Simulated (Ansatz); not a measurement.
# AlAsH₂ (triplet): wave-function methods side by side, cc-pVTZ

One table from this session's results is given with a row withheld; the runs are named, their logs left out.

Computed with Ansatz 0.2.0, Gaussian basis. Level: cc-pVTZ, core rule «outside noble gas», up to 19 orbitals frozen.

Plan: UHF; CCSD(T) on ROHF; CCSD(T) on UHF; BCCD(T) on ROHF; CCSDT(Q) on ROHF; CCSDT(Q) on UHF.

8 further runs of the same task are left out: 6 for a known fault of the program, 2 set aside as unsound or not needed.

### What is computed

The geometry is a PBE0/def2-TZVP stationary point (not a proven minimum) of the parent state, kept for this charge and spin. No spin-orbit coupling is included. The filled d shell of As may be among the frozen orbitals whatever the setting's name suggests; the logs give the count.

4 atoms, charge 0, spin multiplicity 3.

Atoms are counted from 1 here; the program's logs count them from 0.

Bond lengths: Al1–As2 2.523 Å, As2–H3 1.535 Å, As2–H4 1.535 Å. Angles: Al1–As2–H3 80.9°, Al1–As2–H4 80.9°, H3–As2–H4 90.2°.

The first run:

in.yaml reads:

```yaml
crystal:
  periodic: [false, false, false]
  atoms:
    - {symbol: Al, position_ang: [-0.010266, 0.000001, 1.863024]}
    - {symbol: As, position_ang: [0.031352, 0.000000, -0.659252]}
    - {symbol: H, position_ang: [-1.027816, -1.087510, -0.434086]}
    - {symbol: H, position_ang: [-1.027822, 1.087503, -0.434087]}
basis:
  gaussian: {orbitals: cc-pVTZ}
magnetization: {spin_polarized: true, initial_magnetization: 2}
hamiltonian: {xc: hf}
output: {orbitals: {seedname: orbitals}}
```

On the command line:

```sh
> ansatz run in.yaml --threads 1 --pin off --events-out ev --progress --plain --max-ram 4096MiB --backend cpu
```

Among the steps run: UHF; CCSD(T) on ROHF; CCSD(T) on UHF; BCCD(T) on ROHF; CCSDT(Q) on ROHF; CCSDT(Q) on UHF.

One table of the session follows, with a row left open; its other results are not shown here.

```
   method  from UCCSDT(Q) (kcal/mol)
     ROHF                    +142.72
      UHF                    +140.25
     RMP2                     +27.20
     UMP2                          ?
    RCCSD                      +7.55
    UCCSD                      +7.28
 RCCSD(T)                      +1.25
 UCCSD(T)                      +1.21
  BCCD(T)                      +1.22
   RCCSDT                      +0.43
   UCCSDT                      +0.36
RCCSDT(Q)                      +0.06
UCCSDT(Q)                          0
```

Estimate the missing values for UMP2.

**Answer.** from UCCSDT(Q) (kcal/mol): +26.95. In the column «from UCCSDT(Q) (kcal/mol)» it lies between RCCSD (+7.55) and RMP2 (+27.20).

Limits of these values: Restricted and unrestricted rows rest on different reference determinants; where their highest levels disagree by more than a few hundredths of an eV, they describe different states and don't form one ladder.
